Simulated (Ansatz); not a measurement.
# Rb3Sr: the cost of one run

Computed with Ansatz 0.2.0, driven from Python. Level of theory: DFT PBE, plane waves, PAW.

**1. The structure**

Symmetry: Pm-3m, No. 221, cubic system. The conventional cell has a = 6.829 Å, b = 6.829 Å, c = 6.829 Å, α = 90.00°, β = 90.00°, γ = 90.00°.

The script holds or builds the structure itself.

**2. The code**

File bands.py:

```python
"""Bands of Rb3Sr along a path through the zone."""

import sys

import ansatz as az
import numpy as np
from pymatgen.core import Lattice, Structure
from pymatgen.io.ase import AseAtomsAdaptor

params = {
    "smearing": "fermi_dirac",
    "width_ev": 0.15,
    "kmesh": (4, 4, 4),
    "xc": "pbe",
    "extra_bands": 8,
}


def main() -> None:
    pmg_structure = Structure(
        Lattice([[6.82864, 0.0, 0.0], [0.0, 6.82864, 0.0], [0.0, 0.0, 6.82864]]),
        ["Rb", "Rb", "Rb", "Sr"],
        [
            [0.5, 0.0, 0.0],
            [0.0, 0.5, 0.0],
            [0.0, 0.0, 0.5],
            [0.5, 0.5, 0.5],
        ],
    )
    rb3sr = az.Crystal.from_ase(AseAtomsAdaptor.get_atoms(pmg_structure))

    # vertices of the path, as fractions of the reciprocal vectors
    path = [
        ("G", (0.0, 0.0, 0.0)),
        ("X", (0.0, 0.5, 0.0)),
        ("M", (0.5, 0.5, 0.0)),
        ("G", (0.0, 0.0, 0.0)),
        ("R", (0.5, 0.5, 0.5)),
        ("X", (0.0, 0.5, 0.0)),
    ]
    calc = rb3sr.calculation()
    calc = calc.pseudopotentials("paw")
    calc = calc.occupations(params["smearing"], width=params["width_ev"])
    calc = calc.kpoints(mesh=params["kmesh"])
    calc = calc.basis(17 * az.Ha).functional(params["xc"])
    calc = calc.band_structure([point for _, point in path], intervals=6).scf(extra_bands=params["extra_bands"])
    try:
        outcome = calc.run()
    except az.NonConvergedError as error:
        sys.exit(f"no convergence: {error}")
    except az.RefusalError as error:
        sys.exit(f"input refused: {error}")
    report = outcome.report

    print(f"free energy      {report['free_energy_ev']:.5f} eV")
    print(f"per atom         {report['free_energy_ev'] / len(outcome.lattice.sites):.5f} eV")
    print(f"SCF iterations   {report['n_iterations']}  (converged: {report['converged']})")

    # accept the result only where the loop met its thresholds and nothing is doubted
    problems = list(report["published_state_doubts"])
    if not report["converged"] or report.get("closed_by") != "deck_thresholds":
        problems.append("loop closed by " + str(report.get("closed_by")))
    print("accepted" if not problems else f"check before use: {problems}")

    bands = outcome.band_structure()
    fermi = bands.fermi_energy_ev
    print(f"zero of the bands: {fermi:.3f} eV, the Fermi level found on the SCF mesh")
    for spin, channel in enumerate(bands.channels):
        levels = channel.eigenvalues_ev - fermi
        crossing = [b for b in range(levels.shape[1]) if levels[:, b].min() < 0 < levels[:, b].max()]
        print(f"channel {spin}: bands that cross the Fermi level on this path:", [b + 1 for b in crossing] or "none")
        shown = crossing or sorted(np.argsort(np.abs(levels).min(axis=0))[:2])
        for k, row in zip(bands.kpoints_frac, levels[:, shown]):
            print(f"{k[0]:7.3f} {k[1]:7.3f} {k[2]:7.3f}  ", " ".join(f"{e:8.3f}" for e in row))


if __name__ == "__main__":
    main()
```

**3. What the engine is handed**

The engine receives this input:

```yaml
crystal:
  lattice:
    - [6.82864, 0.0, 0.0]
    - [0.0, 6.82864, 0.0]
    - [0.0, 0.0, 6.82864]
  atoms:
    - { symbol: Rb, position: [0.5, 0.0, 0.0] }
    - { symbol: Rb, position: [0.0, 0.5, 0.0] }
    - { symbol: Rb, position: [0.0, 0.0, 0.5] }
    - { symbol: Sr, position: [0.5, 0.5, 0.5] }
basis:
  ecutwfc: 462.593566181796
kpoints:
  mp_grid:
    grid: [4, 4, 4]
  band_path:
    path:
      - [0.0, 0.0, 0.0]
      - [0.0, 0.5, 0.0]
      - [0.5, 0.5, 0.0]
      - [0.0, 0.0, 0.0]
      - [0.5, 0.5, 0.5]
      - [0.0, 0.5, 0.0]
    npoints: 6
hamiltonian:
  xc: pbe
  pseudopotentials:
    kind: paw
scf:
  n_extra_bands: 8
  occupations:
    method: fermi_dirac
    width: 0.15
```

**4. The run**

Run with:

```
> python bands.py
```

What time and memory should one allow on 1 thread of Arm Neoverse V1, shared host?

About 10 s, with a peak of 0.56 GiB.
